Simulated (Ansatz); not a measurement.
**GeH3ClO2: how energies converge with the basis set**

Aim: see how fast density functionals converge with the basis set for GeH3ClO2.

Method: one geometry, several basis sets; program: Ansatz 0.2.0, Gaussian basis.

Plan: PBE0-D4/def2-SVP; ωB97M-V/def2-SVP; PBE0-D4/def2-QZVPP; ωB97M-V/def2-QZVPP; the functionals' def2-TZVPP values are taken from earlier runs.

## (1) The geometry

The geometry comes from an earlier relaxation with PBE0-D4/def2-TZVP; it is a stationary point, not always the lowest conformer.

SMILES `[OH][GeH]([OH])[Cl]`, 7 atoms, charge 0, spin multiplicity 1.

Atoms are counted from 1 here; the program's logs count them from 0.

Bond lengths: O1–Ge2 1.762 Å, O1–H5 0.961 Å, Ge2–O3 1.752 Å, Ge2–Cl4 2.153 Å, Ge2–H6 1.523 Å, O3–H7 0.961 Å. Angles: Ge2–O1–H5 112.5°, O1–Ge2–O3 107.9°, O1–Ge2–Cl4 106.1°, O1–Ge2–H6 114.4°, O3–Ge2–Cl4 111.1°, O3–Ge2–H6 107.5°, Cl4–Ge2–H6 109.9°, Ge2–O3–H7 112.7°.

## (2) PBE0-D4 in def2-SVP

in.yaml reads:

```yaml
crystal:
  periodic: [false, false, false]
  atoms:
    - {symbol: O, position_ang: [-0.173462, 1.383409, -0.546014]}
    - {symbol: Ge, position_ang: [-0.114167, -0.085242, 0.425545]}
    - {symbol: O, position_ang: [1.490914, -0.770504, 0.270832]}
    - {symbol: Cl, position_ang: [-1.602729, -1.405914, -0.396983]}
    - {symbol: H, position_ang: [-0.974066, 1.442519, -1.073899]}
    - {symbol: H, position_ang: [-0.377275, 0.131332, 1.910016]}
    - {symbol: H, position_ang: [1.811884, -0.763602, -0.635197]}
basis:
  gaussian: {orbitals: def2-SVP}
hamiltonian: {xc: pbe0, dispersion: d4}
output: {orbitals: {seedname: orbitals}}
```

Started as:

```bash
ansatz run in.yaml --threads 2 --pin off --events-out ev --progress --plain --max-ram 22528MiB --backend cpu
```

After this run come: ωB97M-V in def2-SVP; PBE0-D4 in def2-QZVPP; ωB97M-V in def2-QZVPP.

Before running them: what should the planned runs give, taken together? Wanted: PBE0-D4: double and triple zeta above quadruple; ωB97M-V: double and triple zeta above quadruple.

The runs gave:

| quantity | value |
| --- | --- |
| PBE0-D4: double and triple zeta above quadruple | 18.69, 1.85 eV |
| ωB97M-V: double and triple zeta above quadruple | 18.67, 1.79 eV |

PBE0-D4 gains 16.84 eV from double to triple zeta, then 1.85 eV more. These are total energies; as a rule much of such shifts cancels in differences, which this series doesn't test. The LUMO of ωB97M-V is positive and keeps falling with the basis (2.30 to 1.35 eV): an unbound level that the basis holds in place.
